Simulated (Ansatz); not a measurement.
# YZr2Sb3: the cost of one run

Computed with Ansatz 0.2.0 (DFT PBE, scalar-relativistic, plane waves, PAW, unless a step's input says otherwise).

1 further run of the same task is left out (it didn't finish).

## 1. Starting point

The structure is hexagonal, space group P6/mmm (No. 191). The conventional cell has a = 5.897 Å, b = 5.897 Å, c = 4.632 Å, α = 90.00°, β = 90.00°, γ = 120.00°. Y (site symmetry 6/mmm) has 6 Zr at 3.40 Å and 12 Sb at 3.75 Å as nearest neighbours. Zr (site symmetry -6m2) has 6 Sb at 2.87 Å as nearest neighbours. Sb (site symmetry mmm) has 4 Zr at 2.87 Å and 4 Sb at 2.95 Å as nearest neighbours.

Coordinates:

```cif
data_structure
_symmetry_space_group_name_H-M 'P 1'
_symmetry_Int_Tables_number 1
_cell_length_a 5.8974
_cell_length_b 5.8974
_cell_length_c 4.6320
_cell_angle_alpha 90.000
_cell_angle_beta 90.000
_cell_angle_gamma 120.000
_cell_volume 139.51
loop_
_atom_site_label
_atom_site_type_symbol
_atom_site_fract_x
_atom_site_fract_y
_atom_site_fract_z
_atom_site_occupancy
Y1 Y 0.00000 0.00000 0.00000 1
Zr1 Zr 0.33333 0.66667 0.00000 1
Zr2 Zr 0.66667 0.33333 0.00000 1
Sb1 Sb 0.50000 0.00000 0.50000 1
Sb2 Sb 0.50000 0.50000 0.50000 1
Sb3 Sb 0.00000 0.50000 0.50000 1
```

The cell is invented: species swapped into a database cell of LaGa3Pd2 (P6/mmm, No. 191), with Y on the La sites, Sb on the Ga sites and Zr on the Pd sites. The dimensions are guesses.

## 2. A first look at the guess

input.yaml reads:

```yaml
crystal:
  lattice:
    - [5.89738129, 0.0, 0.0]
    - [-2.94869065, 5.10728202, 0.0]
    - [0.0, 0.0, 4.63202377]
  atoms:
    - { symbol: "Y", position: [0.0, 0.0, 0.0] }
    - { symbol: Zr, position: [0.33333333, 0.66666667, 0.0] }
    - { symbol: Zr, position: [0.66666667, 0.33333333, 0.0] }
    - { symbol: Sb, position: [0.5, 0.0, 0.5] }
    - { symbol: Sb, position: [0.5, 0.5, 0.5] }
    - { symbol: Sb, position: [0.0, 0.5, 0.5] }
basis:
  ecutwfc: 420
kpoints:
  mp_grid: { grid: [3, 3, 4] }
hamiltonian:
  xc: pbe
scf:
  occupations: { method: gaussian, width: 0.1 }
  lower_state_search: "off"
output:
  forces: true
  stress: true
  eigenvalues: true
```

The run is started by

```console
ansatz run input.yaml --threads 1 --pin off --max-ram 2048MiB --backend cpu --events-out ev --progress --plain --runs-dir out
```

Q: Estimate wall time and peak memory on 1 thread of Intel Xeon Platinum 8488C (Sapphire Rapids), shared host.

About 3.9 s, with a peak of 0.48 GiB.
